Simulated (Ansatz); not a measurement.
**NiMoIrPdW: relaxation of cell and atoms with PBE+D3(BJ)**

Crystal: NiMoIrPdW.

```
CELL_PARAMETERS angstrom
4.11705 0.00000 0.00000
-2.05853 3.56547 0.00000
0.00000 0.00000 5.44580
ATOMIC_POSITIONS crystal
Ni 0.00000 0.00000 0.95775
Mo 0.66667 0.33333 0.96161
Pd 0.66667 0.33333 0.46295
Ir 0.33333 0.66667 0.72572
W 0.33333 0.66667 0.23642
```

The cell was built by a generator and needn't be a form met in nature.

```json
{"Program": "Ansatz 0.2.0", "Task": "relaxation of cell and atoms", "Functional": "PBE", "Dispersion": "D3(BJ)", "Potentials or basis": "Ansatz PAW", "Cutoff": "420 eV (not typed: the program's choice for these potentials)", "k mesh": "6 × 6 × 4", "Occupations": "fermi-dirac, width 0.05 eV", "Spin": "collinear spin, ferromagnetic start", "Starting moments": "[1.0, 1.0, 0.0, 0.6, 0.0] μB"}
```

```yaml
Relaxed_volume: 15.56 Å³/atom
Relaxed_cell: a = 4.076 Å, b = 4.076 Å, c = 5.408 Å, α = 90.00°, β = 90.00°, γ = 120.00°
Space_group_after_relaxing_to_0.05_Å: P3m1 (No. 156)
Energy_gained_by_relaxing: 8.6 meV/atom
Ionic_steps: 5
Pressure_after_relaxing: 0.0 GPa
Largest_force_after_relaxing: 0.004 eV/Å
Band_gap_on_the_k_mesh: none (metal or under the smearing width)
Net_moment: 0.00 μB per cell
Absolute_moment: 0.00 μB per cell
```

Forces in eV/Å, atoms in the order of the input:
```
Ni   0.000  0.000  0.001
Mo   0.000  0.000  0.003
Pd   0.000  0.000 -0.004
Ir   0.000  0.000 -0.001
W    0.000  0.000  0.000
```

The path:
```
step  energy change (eV)  largest force (eV/Å)  volume (Å³)
   1              0.0000                0.1750        79.94
   2             -0.0433                0.0299        77.96
   3             -0.0439                0.0111        77.79
   4             -0.0439                0.0038        77.80
   5             -0.0431                0.0038        77.80
```

Final structure:
```xyz
5
Lattice="4.0757 0.0000 0.0000 -2.0379 3.5297 0.0000 0.0000 0.0000 5.4077" Properties=species:S:1:pos:R:3 pbc="T T T"
Ni    0.0000    0.0000    5.1705
Mo    2.0379    1.1766    5.2139
Pd    2.0379    1.1766    2.5131
Ir    0.0000    2.3531    3.9115
W     0.0000    2.3531    1.2770
```

Levels at points of the mesh, in eV from the Fermi level:
Spin up:
```csv
k point,band 38,band 39,band 40,band 41,band 42,band 43
"(0.00, 0.00, 0.00)",-1.07,-0.90,-0.90,0.84,0.84,1.86
"(0.00, 0.00, -0.50)",-0.91,-0.36,-0.36,-0.21,-0.21,0.94
"(0.00, -0.50, 0.00)",-1.13,-0.62,-0.30,0.93,1.18,1.27
"(0.00, -0.50, -0.50)",-1.76,-0.97,-0.95,-0.42,-0.03,0.35
```
Spin down:
| k point | band 38 | band 39 | band 40 | band 41 | band 42 | band 43 |
| --- | --- | --- | --- | --- | --- | --- |
| (0.00, 0.00, 0.00) | -1.07 | -0.90 | -0.90 | 0.84 | 0.84 | 1.86 |
| (0.00, 0.00, -0.50) | -0.91 | -0.36 | -0.36 | -0.21 | -0.21 | 0.94 |
| (0.00, -0.50, 0.00) | -1.13 | -0.62 | -0.30 | 0.93 | 1.18 | 1.27 |
| (0.00, -0.50, -0.50) | -1.76 | -0.97 | -0.95 | -0.42 | -0.03 | 0.35 |

Wall time 28 s on 8 threads of Arm Neoverse V2, on a shared host, peak memory 0.66 GiB.

Caveat: the plane-wave basis is chosen anew once the cell has moved, so the energies of steps on either side of that aren't comparable; pairwise dispersion overbinds metals, which lowers pressure and volume; the starting moments weren't kept. Spin-orbit coupling is left out, which matters for the levels of Ir, W.
